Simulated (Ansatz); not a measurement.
**C3H5FGe: up Jacob's ladder to CCSD(T)**

The task here is to estimate one member of a computed series from the others.

Program: Ansatz 0.2.0, Gaussian basis. Level of theory: functionals in def2-TZVPP, the program's frozen cores in correlated methods. These are calculated values, not measurements.

The runs, in order: LDA (SPW92), PBE-D4, revPBE-D4, BLYP-D4, r2SCAN-D4, B97M-V, PBE0-D4, B3LYP-D4, r2SCANh-D4, r2SCAN0-D4, HSE06-D4, BHLYP-D4, CAM-B3LYP-D4, LC-ωPBE, ωB97X-V, ωB97M-V, B2PLYP, PBE-QIDH; CCSD(T)/def2-SVP; CCSD(T)/def2-TZVPP; MP2/def2-QZVPP; extrapolation to the limit; RPA on PBE.

## The geometry

The geometry comes from an earlier relaxation with PBE0-D4 in a triple-zeta def2 set; it is a stationary point, not always the lowest conformer.

SMILES `F[CH]1C=[CH][GeH2]1`, 10 atoms, charge 0, spin multiplicity 1.

Atoms are counted from 1 here; the program's logs count them from 0.

Bond lengths: F1–C2 1.382 Å, C2–C3 1.504 Å, C2–Ge5 2.012 Å, C2–H6 1.094 Å, C3–C4 1.339 Å, C3–H7 1.090 Å, C4–Ge5 1.948 Å, C4–H8 1.083 Å, Ge5–H9 1.536 Å, Ge5–H10 1.541 Å. Angles: F1–C2–C3 113.9°, F1–C2–Ge5 118.6°, F1–C2–H6 107.5°, C3–C2–Ge5 86.1°, C3–C2–H6 113.5°, Ge5–C2–H6 116.1°, C2–C3–C4 108.8°, C2–C3–H7 123.6°, C4–C3–H7 127.6°, C3–C4–Ge5 93.4°, C3–C4–H8 126.8°, Ge5–C4–H8 139.8°, C2–Ge5–C4 71.5°, C2–Ge5–H9 114.9°, C2–Ge5–H10 120.1°, C4–Ge5–H9 116.3°, C4–Ge5–H10 119.4°, H9–Ge5–H10 110.2°.

Set-up of the first run:

in.yaml

```yaml
crystal:
  periodic: [false, false, false]
  atoms:
    - {symbol: F, position_ang: [-1.694883, -0.184975, 1.410447]}
    - {symbol: C, position_ang: [-0.371128, -0.135673, 1.014956]}
    - {symbol: C, position_ang: [-0.004086, -1.166806, -0.016227]}
    - {symbol: C, position_ang: [0.526948, -0.544945, -1.076934]}
    - {symbol: Ge, position_ang: [0.175340, 1.230317, -0.356995]}
    - {symbol: H, position_ang: [0.243812, -0.184082, 1.918450]}
    - {symbol: H, position_ang: [-0.133061, -2.238863, 0.130114]}
    - {symbol: H, position_ang: [0.970027, -1.011108, -1.948633]}
    - {symbol: H, position_ang: [-0.986483, 2.005418, -0.996242]}
    - {symbol: H, position_ang: [1.356712, 2.179615, -0.076035]}
basis:
  gaussian: {orbitals: def2-TZVPP}
hamiltonian: {xc: lda}
output: {orbitals: {seedname: orbitals}}
```

Steps of the session up to this table: LDA; PBE-D4 (GGA); revPBE-D4 (GGA); BLYP-D4 (GGA); r2SCAN-D4 (meta-GGA); B97M-V (meta-GGA); PBE0-D4 (hybrid); B3LYP-D4 (hybrid); r2SCANh-D4 (hybrid); r2SCAN0-D4 (hybrid); HSE06-D4 (hybrid); BHLYP-D4 (hybrid); CAM-B3LYP-D4 (range-separated); LC-ωPBE (range-separated); ωB97X-V (range-separated); ωB97M-V (range-separated); B2PLYP (double hybrid); PBE-QIDH (double hybrid).

One table of the session follows, with a row left open; its other results are not shown here.

It belongs to the step «Orbital energies across the functionals». 

| functional | HOMO (eV) | gap (eV) |
| --- | --- | --- |
| LDA (SPW92) | -6.63 | 4.84 |
| PBE-D4 | -6.48 | 4.92 |
| revPBE-D4 | -6.41 | 4.95 |
| BLYP-D4 | -6.37 | 4.95 |
| r2SCAN-D4 | -6.73 | 5.40 |
| B97M-V | -6.80 | 5.53 |
| PBE0-D4 | -7.74 | 7.23 |
| B3LYP-D4 | -7.53 | 6.79 |
| r2SCANh-D4 | -7.20 | 6.25 |
| r2SCAN0-D4 | -7.91 | 7.52 |
| HSE06-D4 | -7.34 | 6.45 |
| BHLYP-D4 | -8.84 | 9.47 |
| CAM-B3LYP-D4 | -9.07 | 9.73 |
| LC-ωPBE | -10.38 | 12.24 |
| ωB97X-V | -10.04 | 11.80 |
| ωB97M-V | ? | ? |

**Question.** Estimate the row for ωB97M-V.

**Answer.** HOMO (eV): -9.93; gap (eV): 11.55. In the column «HOMO (eV)» it lies between ωB97X-V (-10.04) and CAM-B3LYP-D4 (-9.07).
